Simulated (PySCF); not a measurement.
# TiH₁₂O₆ (+2): ligand-field states

Wanted: ligand-field states for TiH₁₂O₆ (+2).

Programs: PySCF 2.14.0, with routines of our own; each step states its level. All values are computed. Atoms count from 0.

## Step 1: The system as given

19 atoms, charge 2, states of the metal's open shell are computed; geometry from: model geometry, bond lengths from ionic radii.

## Step 2: Ligand-field states: state-averaged CASSCF

Job settings and geometry (Å):

```
{"job": {"kind": "lf", "basis": {"metal": "x2c-TZVPall", "ligand": "x2c-SVPall"}, "nevpt": true}, "charge": 2, "metal": "Ti", "open_shell": "d2"}
Ti     0.000000     0.000000     0.000000
O      0.000000     0.000000     2.220000
H      0.775000     0.000000     2.795000
H     -0.775000     0.000000     2.795000
O      0.000000     0.000000    -2.220000
H      0.775000     0.000000    -2.795000
H     -0.775000     0.000000    -2.795000
O      2.220000     0.000000     0.000000
H      2.795000     0.775000     0.000000
H      2.795000    -0.775000     0.000000
O     -2.220000     0.000000     0.000000
H     -2.795000     0.775000     0.000000
H     -2.795000    -0.775000     0.000000
O      0.000000     2.220000     0.000000
H      0.000000     2.795000     0.775000
H      0.000000     2.795000    -0.775000
O     -0.000000    -2.220000     0.000000
H     -0.000000    -2.795000     0.775000
H     -0.000000    -2.795000    -0.775000
```

With the program's defaults for keys left out, this is: state-averaged CASSCF of the metal d shell, SC-NEVPT2 on the averaged canonical orbitals, state-interaction spin-orbit coupling.

Started as:

```console
OMP_NUM_THREADS=1 python lf_run.py task.json out
```

The driver reads the jobs from task.json and runs them one after another.

What it wrote:

```text
basis functions 192, electrons 80, active (2e, 5o)
stage 1: DIIS on the effective Fock matrix, level shift 0.30
cycle   1  E = -1307.8803714575  dE = -1.308e+03  max|g| = 5.113e-01
cycle   2  E = -1308.5149456449  dE = -6.346e-01  max|g| = 1.719e-01
cycle   3  E = -1308.5433961065  dE = -2.845e-02  max|g| = 5.439e-02
cycle   4  E = -1308.5477301720  dE = -4.334e-03  max|g| = 2.793e-02
cycle   5  E = -1308.5486485604  dE = -9.184e-04  max|g| = 1.477e-02
cycle   6  E = -1308.5488329151  dE = -1.844e-04  max|g| = 7.643e-03
cycle   7  E = -1308.5488672245  dE = -3.431e-05  max|g| = 3.816e-03
cycle   8  E = -1308.5488738232  dE = -6.599e-06  max|g| = 1.834e-03
cycle   9  E = -1308.5488751394  dE = -1.316e-06  max|g| = 8.803e-04
cycle  10  E = -1308.5488753950  dE = -2.556e-07  max|g| = 4.037e-04
cycle  11  E = -1308.5488754448  dE = -4.979e-08  max|g| = 1.854e-04
cycle  12  E = -1308.5488754544  dE = -9.554e-09  max|g| = 8.291e-05
cycle  13  E = -1308.5488754562  dE = -1.848e-09  max|g| = 3.718e-05
cycle  14  E = -1308.5488754566  dE = -3.852e-10  max|g| = 1.648e-05
cycle  15  E = -1308.5488754567  dE = -7.503e-11  max|g| = 7.277e-06
converged average energy = -1308.5488754567

 mult deg   label        CASSCF/cm-1   NEVPT2/cm-1
   3   3   3Tg                 0.0           0.0
   1   3   1Tg             11641.0        9784.7
   1   2   1Eg             11933.2       10045.2
   3   3   3Tg              9754.5       11062.6
   3   3   3Tg             21329.8       20099.7
   1   1   1Ag             23340.5       20850.8
   1   3   1Tg             23796.8       22962.7
   3   1   3Ag             21086.8       23425.1
   1   3   1Tg             26358.8       25550.0
   1   2   1Eg             35347.6       35487.8
   1   1   1Ag             54470.3       49398.5

spin-orbit levels / cm-1
      0.00  x2  3Tg 1.00
      2.55  x3  3Tg 1.00
    165.08  x3  3Tg 1.00
    246.43  x1  3Tg 1.00
   9851.40  x3  1Tg 0.99
  10129.64  x2  1Eg 1.00
  11091.22  x1  3Tg 1.00
  11136.95  x3  3Tg 0.99
  11177.86  x3  3Tg 1.00
  11179.82  x2  3Tg 1.00
  20067.70  x1  3Tg 0.99
  20133.41  x3  3Tg 1.00
  20237.27  x3  3Tg 1.00
  20239.54  x2  3Tg 1.00
  20948.60  x1  1Ag 0.99
  23023.17  x3  1Tg 0.95 3Ag 0.05
  23541.23  x3  3Ag 0.95 1Tg 0.05
  25636.64  x3  1Tg 1.00
  35575.56  x2  1Eg 1.00
  49486.88  x1  1Ag 1.00
```

It took 10 s on 1 thread of Intel Xeon 6975P-C, shared host; peak memory 0.48 GiB.

From this job:

```
             quantity     value
spin-orbit constant ζ  120 cm⁻¹
```

Powder susceptibility:

```
T (K)  χT (cm³ K/mol)  μ(eff)
    2           0.075    0.78
    5           0.107    0.93
   10           0.139    1.05
   20           0.198    1.26
   30           0.257    1.43
   50           0.374    1.73
   75           0.513    2.02
  100           0.636    2.25
  150           0.825    2.57
  200           0.953    2.76
  250           1.042    2.89
  300           1.108    2.98
```

Orbitals, density, ELF and potential are computed afterwards from the orbital file.

The spin density lies nearest to Ti0 91 %.

## Step 3: Ligand-field states: state-averaged CASSCF (bond length × 0.92)

Job settings and geometry (Å):

```
{"job": {"kind": "lf", "basis": {"metal": "x2c-TZVPall", "ligand": "x2c-SVPall"}, "nevpt": true, "reuse": true}, "charge": 2, "metal": "Ti", "open_shell": "d2"}
Ti     0.000000     0.000000     0.000000
O      0.000000     0.000000     2.042400
H      0.775000     0.000000     2.617400
H     -0.775000     0.000000     2.617400
O      0.000000     0.000000    -2.042400
H      0.775000     0.000000    -2.617400
H     -0.775000     0.000000    -2.617400
O      2.042400     0.000000     0.000000
H      2.617400     0.775000     0.000000
H      2.617400    -0.775000     0.000000
O     -2.042400     0.000000     0.000000
H     -2.617400     0.775000     0.000000
H     -2.617400    -0.775000     0.000000
O      0.000000     2.042400     0.000000
H      0.000000     2.617400     0.775000
H      0.000000     2.617400    -0.775000
O     -0.000000    -2.042400     0.000000
H     -0.000000    -2.617400     0.775000
H     -0.000000    -2.617400    -0.775000
```

Method: state-averaged CASSCF of the metal d shell, SC-NEVPT2 on the averaged canonical orbitals, state-interaction spin-orbit coupling.

What it wrote:

```text
basis functions 192, electrons 80, active (2e, 5o)
start from the orbitals of the previous structure
stage 1: DIIS on the effective Fock matrix, level shift 0.30
cycle   1  E = -1304.4636597104  dE = -1.304e+03  max|g| = 2.904e+00
cycle   2  E = -1308.2982450261  dE = -3.835e+00  max|g| = 4.724e-01
cycle   3  E = -1308.4641391966  dE = -1.659e-01  max|g| = 9.089e-02
cycle   4  E = -1308.4768196107  dE = -1.268e-02  max|g| = 2.227e-02
cycle   5  E = -1308.4787536120  dE = -1.934e-03  max|g| = 1.221e-02
cycle   6  E = -1308.4791086595  dE = -3.550e-04  max|g| = 6.859e-03
cycle   7  E = -1308.4792046716  dE = -9.601e-05  max|g| = 3.713e-03
cycle   8  E = -1308.4792301752  dE = -2.550e-05  max|g| = 1.797e-03
cycle   9  E = -1308.4792362825  dE = -6.107e-06  max|g| = 8.622e-04
cycle  10  E = -1308.4792379552  dE = -1.673e-06  max|g| = 3.892e-04
cycle  11  E = -1308.4792383559  dE = -4.007e-07  max|g| = 1.720e-04
cycle  12  E = -1308.4792384418  dE = -8.589e-08  max|g| = 7.645e-05
cycle  13  E = -1308.4792384617  dE = -1.988e-08  max|g| = 3.315e-05
cycle  14  E = -1308.4792384660  dE = -4.297e-09  max|g| = 1.414e-05
cycle  15  E = -1308.4792384669  dE = -9.243e-10  max|g| = 5.968e-06
converged average energy = -1308.4792384669

 mult deg   label        CASSCF/cm-1   NEVPT2/cm-1
   3   3   3Tg                 0.0           0.0
   1   3   1Tg             11269.4        9444.2
   1   2   1Eg             11388.7        9532.3
   3   3   3Tg             16182.0       17898.0
   1   1   1Ag             24226.8       20922.1
   3   3   3Tg             27095.8       26252.5
   1   3   1Tg             29494.1       29047.1
   1   3   1Tg             32261.8       31728.7
   3   1   3Ag             34365.5       37329.4
   1   2   1Eg             48218.5       48898.1
   1   1   1Ag             65201.8       61035.9

spin-orbit levels / cm-1
      0.00  x2  3Tg 1.00
      1.42  x3  3Tg 1.00
    150.69  x3  3Tg 1.00
    224.79  x1  3Tg 1.00
   9519.04  x3  1Tg 1.00
   9609.48  x2  1Eg 1.00
  17920.10  x1  3Tg 1.00
  17949.57  x3  3Tg 1.00
  18003.49  x3  3Tg 1.00
  18004.31  x2  3Tg 1.00
  20997.40  x1  1Ag 1.00
  26238.57  x1  3Tg 1.00
  26283.65  x3  3Tg 1.00
  26375.19  x3  3Tg 1.00
  26377.64  x2  3Tg 1.00
  29125.67  x3  1Tg 1.00
  31806.88  x3  1Tg 1.00
  37410.08  x3  3Ag 1.00
  48977.09  x2  1Eg 1.00
  61115.26  x1  1Ag 1.00
```

Run time: 8.6 s. Hardware: 1 thread of Intel Xeon 6975P-C, shared host; peak memory 0.49 GiB.

From this job:

```
             quantity     value
spin-orbit constant ζ  118 cm⁻¹
```

Powder susceptibility:

```
T (K)  χT (cm³ K/mol)  μ(eff)
    2           0.115    0.96
   20           0.232    1.36
  100           0.668    2.31
  300           1.089    2.95
```

## Step 4: Ligand-field states: state-averaged CASSCF (bond length × 0.95)

Job settings and geometry (Å):

```
{"job": {"kind": "lf", "basis": {"metal": "x2c-TZVPall", "ligand": "x2c-SVPall"}, "nevpt": true, "reuse": true}, "charge": 2, "metal": "Ti", "open_shell": "d2"}
Ti     0.000000     0.000000     0.000000
O      0.000000     0.000000     2.109000
H      0.775000     0.000000     2.684000
H     -0.775000     0.000000     2.684000
O      0.000000     0.000000    -2.109000
H      0.775000     0.000000    -2.684000
H     -0.775000     0.000000    -2.684000
O      2.109000     0.000000     0.000000
H      2.684000     0.775000     0.000000
H      2.684000    -0.775000     0.000000
O     -2.109000     0.000000     0.000000
H     -2.684000     0.775000     0.000000
H     -2.684000    -0.775000     0.000000
O      0.000000     2.109000     0.000000
H      0.000000     2.684000     0.775000
H      0.000000     2.684000    -0.775000
O     -0.000000    -2.109000     0.000000
H     -0.000000    -2.684000     0.775000
H     -0.000000    -2.684000    -0.775000
```

With the program's defaults for keys left out, this is: state-averaged CASSCF of the metal d shell, SC-NEVPT2 on the averaged canonical orbitals, state-interaction spin-orbit coupling.

What it wrote:

```text
basis functions 192, electrons 80, active (2e, 5o)
start from the orbitals of the previous structure
stage 1: DIIS on the effective Fock matrix, level shift 0.30
cycle   1  E = -1307.7179997573  dE = -1.308e+03  max|g| = 1.495e+00
cycle   2  E = -1308.4817914240  dE = -7.638e-01  max|g| = 2.832e-01
cycle   3  E = -1308.5131983589  dE = -3.141e-02  max|g| = 4.566e-02
cycle   4  E = -1308.5157367339  dE = -2.538e-03  max|g| = 9.785e-03
cycle   5  E = -1308.5160088268  dE = -2.721e-04  max|g| = 4.843e-03
cycle   6  E = -1308.5160645802  dE = -5.575e-05  max|g| = 2.620e-03
cycle   7  E = -1308.5160770121  dE = -1.243e-05  max|g| = 1.359e-03
cycle   8  E = -1308.5160798356  dE = -2.823e-06  max|g| = 6.737e-04
cycle   9  E = -1308.5160804933  dE = -6.578e-07  max|g| = 3.185e-04
cycle  10  E = -1308.5160806347  dE = -1.413e-07  max|g| = 1.476e-04
cycle  11  E = -1308.5160806657  dE = -3.098e-08  max|g| = 6.613e-05
cycle  12  E = -1308.5160806714  dE = -5.708e-09  max|g| = 2.981e-05
cycle  13  E = -1308.5160806724  dE = -1.090e-09  max|g| = 1.332e-05
cycle  14  E = -1308.5160806727  dE = -2.033e-10  max|g| = 5.843e-06
converged average energy = -1308.5160806727

 mult deg   label        CASSCF/cm-1   NEVPT2/cm-1
   3   3   3Tg                 0.0           0.0
   1   3   1Tg             11438.2        9599.3
   1   2   1Eg             11616.4        9746.5
   3   3   3Tg             13387.3       14993.6
   1   1   1Ag             23983.8       21006.6
   3   3   3Tg             24583.4       23633.7
   1   3   1Tg             27014.1       26459.5
   1   3   1Tg             29721.9       29130.7
   3   1   3Ag             28638.3       31443.7
   1   2   1Eg             42701.4       43259.6
   1   1   1Ag             60510.7       56118.2

spin-orbit levels / cm-1
      0.00  x2  3Tg 1.00
      1.78  x3  3Tg 1.00
    156.50  x3  3Tg 1.00
    233.52  x1  3Tg 1.00
   9675.64  x3  1Tg 1.00
   9826.75  x2  1Eg 1.00
  15018.21  x1  3Tg 1.00
  15049.55  x3  3Tg 1.00
  15102.93  x3  3Tg 1.00
  15104.04  x2  3Tg 1.00
  21082.87  x1  1Ag 1.00
  23620.45  x1  3Tg 1.00
  23665.76  x3  3Tg 1.00
  23762.19  x3  3Tg 1.00
  23764.61  x2  3Tg 1.00
  26540.25  x3  1Tg 1.00
  29212.19  x3  1Tg 1.00
  31529.02  x3  3Ag 1.00
  43341.96  x2  1Eg 1.00
  56201.04  x1  1Ag 1.00
```

It took 8.3 s on 1 thread of Intel Xeon 6975P-C, shared host; peak memory 0.49 GiB.

From this job:

```
             quantity     value
spin-orbit constant ζ  118 cm⁻¹
```

Powder susceptibility:

```
T (K)  χT (cm³ K/mol)  μ(eff)
    2           0.099    0.89
   20           0.218    1.32
  100           0.654    2.29
  300           1.096    2.96
```

## Step 5: Ligand-field states: state-averaged CASSCF (bond length × 0.98)

Job settings and geometry (Å):

```
{"job": {"kind": "lf", "basis": {"metal": "x2c-TZVPall", "ligand": "x2c-SVPall"}, "nevpt": true, "reuse": true}, "charge": 2, "metal": "Ti", "open_shell": "d2"}
Ti     0.000000     0.000000     0.000000
O      0.000000     0.000000     2.175600
H      0.775000     0.000000     2.750600
H     -0.775000     0.000000     2.750600
O      0.000000     0.000000    -2.175600
H      0.775000     0.000000    -2.750600
H     -0.775000     0.000000    -2.750600
O      2.175600     0.000000     0.000000
H      2.750600     0.775000     0.000000
H      2.750600    -0.775000     0.000000
O     -2.175600     0.000000     0.000000
H     -2.750600     0.775000     0.000000
H     -2.750600    -0.775000     0.000000
O      0.000000     2.175600     0.000000
H      0.000000     2.750600     0.775000
H      0.000000     2.750600    -0.775000
O     -0.000000    -2.175600     0.000000
H     -0.000000    -2.750600     0.775000
H     -0.000000    -2.750600    -0.775000
```

Level: state-averaged CASSCF of the metal d shell, SC-NEVPT2 on the averaged canonical orbitals, state-interaction spin-orbit coupling.

What it wrote:

```text
basis functions 192, electrons 80, active (2e, 5o)
start from the orbitals of the previous structure
stage 1: DIIS on the effective Fock matrix, level shift 0.30
cycle   1  E = -1307.9564606320  dE = -1.308e+03  max|g| = 1.409e+00
cycle   2  E = -1308.5131419652  dE = -5.567e-01  max|g| = 1.999e-01
cycle   3  E = -1308.5369466457  dE = -2.380e-02  max|g| = 3.616e-02
cycle   4  E = -1308.5390111034  dE = -2.064e-03  max|g| = 1.022e-02
cycle   5  E = -1308.5392457078  dE = -2.346e-04  max|g| = 5.064e-03
cycle   6  E = -1308.5392894242  dE = -4.372e-05  max|g| = 2.428e-03
cycle   7  E = -1308.5392985814  dE = -9.157e-06  max|g| = 1.256e-03
cycle   8  E = -1308.5393004816  dE = -1.900e-06  max|g| = 6.283e-04
cycle   9  E = -1308.5393008815  dE = -3.999e-07  max|g| = 3.011e-04
cycle  10  E = -1308.5393009611  dE = -7.963e-08  max|g| = 1.417e-04
cycle  11  E = -1308.5393009776  dE = -1.647e-08  max|g| = 6.392e-05
cycle  12  E = -1308.5393009805  dE = -2.974e-09  max|g| = 2.914e-05
cycle  13  E = -1308.5393009811  dE = -5.914e-10  max|g| = 1.304e-05
cycle  14  E = -1308.5393009813  dE = -1.135e-10  max|g| = 5.739e-06
converged average energy = -1308.5393009813

 mult deg   label        CASSCF/cm-1   NEVPT2/cm-1
   3   3   3Tg                 0.0           0.0
   1   3   1Tg             11570.8        9720.5
   1   2   1Eg             11815.5        9933.7
   3   3   3Tg             11070.8       12503.5
   1   1   1Ag             23627.7       20953.4
   3   3   3Tg             22504.0       21389.6
   1   3   1Tg             24956.3       24237.8
   3   1   3Ag             23836.9       26372.2
   1   3   1Tg             27583.4       26867.7
   1   2   1Eg             38030.8       38350.3
   1   1   1Ag             56630.4       51846.1

spin-orbit levels / cm-1
      0.00  x2  3Tg 1.00
      2.22  x3  3Tg 1.00
    161.81  x3  3Tg 1.00
    241.51  x1  3Tg 1.00
   9795.46  x3  1Tg 1.00
  10016.61  x2  1Eg 1.00
  12530.54  x1  3Tg 1.00
  12566.20  x3  3Tg 1.00
  12616.45  x3  3Tg 1.00
  12617.94  x2  3Tg 1.00
  21007.02  x1  1Ag 0.92 3Tg 0.08
  21400.70  x1  3Tg 0.92 1Ag 0.08
  21422.65  x3  3Tg 1.00
  21523.65  x3  3Tg 1.00
  21525.99  x2  3Tg 1.00
  24317.86  x3  1Tg 1.00
  26464.68  x3  3Ag 1.00
  26952.31  x3  1Tg 1.00
  38435.98  x2  1Eg 1.00
  51932.33  x1  1Ag 1.00
```

Wall time 8.3 s (1 thread of Intel Xeon 6975P-C, shared host); peak memory 0.48 GiB.

From this job:

```
             quantity     value
spin-orbit constant ζ  119 cm⁻¹
```

Powder susceptibility:

```
T (K)  χT (cm³ K/mol)  μ(eff)
    2           0.085    0.82
   20           0.206    1.28
  100           0.643    2.27
  300           1.103    2.97
```

## Step 6: Ligand-field states: state-averaged CASSCF (bond length × 1.02)

Job settings and geometry (Å):

```
{"job": {"kind": "lf", "basis": {"metal": "x2c-TZVPall", "ligand": "x2c-SVPall"}, "nevpt": true, "reuse": true}, "charge": 2, "metal": "Ti", "open_shell": "d2"}
Ti     0.000000     0.000000     0.000000
O      0.000000     0.000000     2.264400
H      0.775000     0.000000     2.839400
H     -0.775000     0.000000     2.839400
O      0.000000     0.000000    -2.264400
H      0.775000     0.000000    -2.839400
H     -0.775000     0.000000    -2.839400
O      2.264400     0.000000     0.000000
H      2.839400     0.775000     0.000000
H      2.839400    -0.775000     0.000000
O     -2.264400     0.000000     0.000000
H     -2.839400     0.775000     0.000000
H     -2.839400    -0.775000     0.000000
O      0.000000     2.264400     0.000000
H      0.000000     2.839400     0.775000
H      0.000000     2.839400    -0.775000
O     -0.000000    -2.264400     0.000000
H     -0.000000    -2.839400     0.775000
H     -0.000000    -2.839400    -0.775000
```

Method: state-averaged CASSCF of the metal d shell, SC-NEVPT2 on the averaged canonical orbitals, state-interaction spin-orbit coupling.

What it wrote:

```text
basis functions 192, electrons 80, active (2e, 5o)
start from the orbitals of the previous structure
stage 1: DIIS on the effective Fock matrix, level shift 0.30
cycle   1  E = -1307.8434013909  dE = -1.308e+03  max|g| = 1.703e+00
cycle   2  E = -1308.5202479873  dE = -6.768e-01  max|g| = 2.038e-01
cycle   3  E = -1308.5512224029  dE = -3.097e-02  max|g| = 4.782e-02
cycle   4  E = -1308.5542068192  dE = -2.984e-03  max|g| = 1.385e-02
cycle   5  E = -1308.5545771624  dE = -3.703e-04  max|g| = 7.052e-03
cycle   6  E = -1308.5546440457  dE = -6.688e-05  max|g| = 2.974e-03
cycle   7  E = -1308.5546571246  dE = -1.308e-05  max|g| = 1.522e-03
cycle   8  E = -1308.5546596973  dE = -2.573e-06  max|g| = 7.678e-04
cycle   9  E = -1308.5546602249  dE = -5.276e-07  max|g| = 3.711e-04
cycle  10  E = -1308.5546603269  dE = -1.020e-07  max|g| = 1.780e-04
cycle  11  E = -1308.5546603483  dE = -2.139e-08  max|g| = 8.164e-05
cycle  12  E = -1308.5546603524  dE = -4.091e-09  max|g| = 3.759e-05
cycle  13  E = -1308.5546603533  dE = -8.481e-10  max|g| = 1.699e-05
cycle  14  E = -1308.5546603535  dE = -1.762e-10  max|g| = 7.568e-06
converged average energy = -1308.5546603535

 mult deg   label        CASSCF/cm-1   NEVPT2/cm-1
   3   3   3Tg                 0.0           0.0
   3   3   3Tg              8596.7        9782.4
   1   3   1Tg             11697.2        9836.6
   1   2   1Eg             12038.8       10145.8
   3   3   3Tg             20304.3       18961.5
   1   1   1Ag             23022.9       20700.3
   3   1   3Ag             18653.9       20795.8
   1   3   1Tg             22789.3       21842.4
   1   3   1Tg             25277.4       24375.4
   1   2   1Eg             32974.6       32934.1
   1   1   1Ag             52618.3       47263.0

spin-orbit levels / cm-1
      0.00  x2  3Tg 1.00
      2.93  x3  3Tg 1.00
    168.13  x3  3Tg 1.00
    251.03  x1  3Tg 1.00
   9723.23  x3  3Tg 0.63 1Tg 0.37
   9812.56  x1  3Tg 1.00
   9899.91  x3  3Tg 1.00
   9900.67  x2  3Tg 1.00
  10040.01  x3  1Tg 0.63 3Tg 0.37
  10233.33  x2  1Eg 1.00
  18935.62  x1  3Tg 1.00
  18995.94  x3  3Tg 1.00
  19102.53  x3  3Tg 1.00
  19104.71  x2  3Tg 1.00
  20793.27  x1  1Ag 1.00
  20873.57  x3  3Ag 0.99
  21945.31  x3  1Tg 0.99
  24463.94  x3  1Tg 1.00
  33023.80  x2  1Eg 1.00
  47353.38  x1  1Ag 1.00
```

It took 8.3 s on 1 thread of Intel Xeon 6975P-C, shared host; peak memory 0.49 GiB.

From this job:

```
             quantity     value
spin-orbit constant ζ  120 cm⁻¹
```

Powder susceptibility:

```
T (K)  χT (cm³ K/mol)  μ(eff)
    2           0.067    0.73
   20           0.192    1.24
  100           0.630    2.24
  300           1.112    2.98
```

[end of part 1 of 2]
